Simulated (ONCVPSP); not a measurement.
# Pseudopotential generation for Br: ONCV, PBEsol

Do these settings give a usable potential? It is generated, then checked for transferability, scattering, ghosts and hardness.

Program: ONCVPSP 4.0.1. Reference atom: PBEsol, non-relativistic, spherical and spin-unpolarised. All values are calculated.

**1. Settings**

The settings as typed:

| Quantity | Value |
| --- | --- |
| element | bromine (Br, Z = 35) |
| type | optimised norm-conserving Vanderbilt (ONCV) |
| frozen core | [Ar] 3d10 |
| valence charge | 7 |
| reference configuration | 4s2 4p5 |
| partial waves | 4s: rc 1.50 bohr, ncon 4, nbas 7, qcut 4 1/bohr, 2 projectors, debl 1.3 Ha; 4p: rc 1.20 bohr, ncon 4, nbas 8, qcut 6.6 1/bohr, 1 projector; d scattering state at 0.15 Ha: rc 1.45 bohr, ncon 4, nbas 8, qcut 7.3 1/bohr, 1 projector |
| local potential | polynomial inside 0.85 bohr (lpopt 5, dvloc0 0 Ha) |
| core correction | not asked for |

An earlier all-electron run gives the scale for the radii.

All-electron outer shells of the reference configuration (PBEsol, non-relativistic, ld1.x):

```csv
shell,level (eV),outermost node (bohr),outermost maximum (bohr)
3p,-171.44,0.21,0.49
3d,-68.34,–,0.43
4s,-19.42,0.68,1.45
4p,-7.89,0.71,1.68
```

**2. The generation run**

Input file Br.dat:

```
# ATOM AND REFERENCE CONFIGURATION
# atsym  z   nc   nv     iexc    psfile
  Br 35.00    6    2  -116133      upf
#
#   n    l    f
    1    0    2.00
    2    0    2.00
    2    1    6.00
    3    0    2.00
    3    1    6.00
    3    2   10.00
    4    0    2.00
    4    1    5.00
#
# PSEUDOPOTENTIAL AND OPTIMIZATION
# lmax
    2
#
#   l,   rc,      ep,       ncon, nbas, qcut
    0    1.50    0.00    4    7    4.00
    1    1.20    0.00    4    8    6.60
    2    1.45    0.15    4    8    7.30
#
# LOCAL POTENTIAL
# lloc, lpopt,  rc(5),   dvloc0
    4    5    0.85    0.00
#
# VANDERBILT-KLEINMAN-BYLANDER PROJECTORs
# l, nproj, debl
    0    2    1.30
    1    1    3.90
    2    1    1.20
#
# MODEL CORE CHARGE
# icmod, fcfact, rcfact
    0    0.00    0.00
#
# LOG DERIVATIVE ANALYSIS
# epsh1, epsh2, depsh
   -2.00    5.00    0.02
#
# OUTPUT GRID
# rlmax, drl
    6.00    0.01
#
# TEST CONFIGURATIONS
# ncnf
    4
# nvcnf
#   n    l    f
    2
    4    0    2.00
    4    1    4.00
#
    2
    4    0    2.00
    4    1    3.00
#
    2
    4    0    2.00
    4    1    2.00
#
    2
    4    0    2.00
    4    1    4.50
#
```

Launch:

```sh
oncvpspnr.x < Br.dat > Br.out
```

Before running it: what results should come out? Wanted: cutoffs for 1 and 0.1 mHa per electron, occupied waves; bound ghosts; GHOST(+) flags; largest test error; largest phase difference near zero energy, channels read.

**Answer**, as computed:

```
                                                quantity                 value
  cutoffs for 1 and 0.1 mHa per electron, occupied waves     115 Ha and 145 Ha
                                            bound ghosts        s at -61.15 eV
                                          GHOST(+) flags            p at 24 eV
                            largest test error (AE − PS)  +82 meV, for 4s2 4p2
largest phase difference near zero energy, channels read             0.119 rad
```

What this shows: A bound ghost (s) makes it unfit for use: electrons can fall into a state that the atom doesn't have. The worst unpolarised test, 4s2 4p2, is off by 82 meV on 69.3 eV; by total energies transferability rates as fair. That test lies far up in energy; among those under 40 eV, nearer to bonding, the largest error is 37 meV. By its cutoff, 115 Ha for the looser tolerance, it is very hard. At the looser tolerance the 4p wave is the slowest; 4s needs 39 Ha. Of the channels read, p scatters worst near zero energy, by up to 0.12 rad. The pseudo curves have a pole with no partner nearby in the atom's: p at 0.94 Ha. At positive energy that is a spurious or a displaced resonance. The program also flags highly localised states, GHOST(+) (p). These are tests on the free atom; a crystal test is still owed.
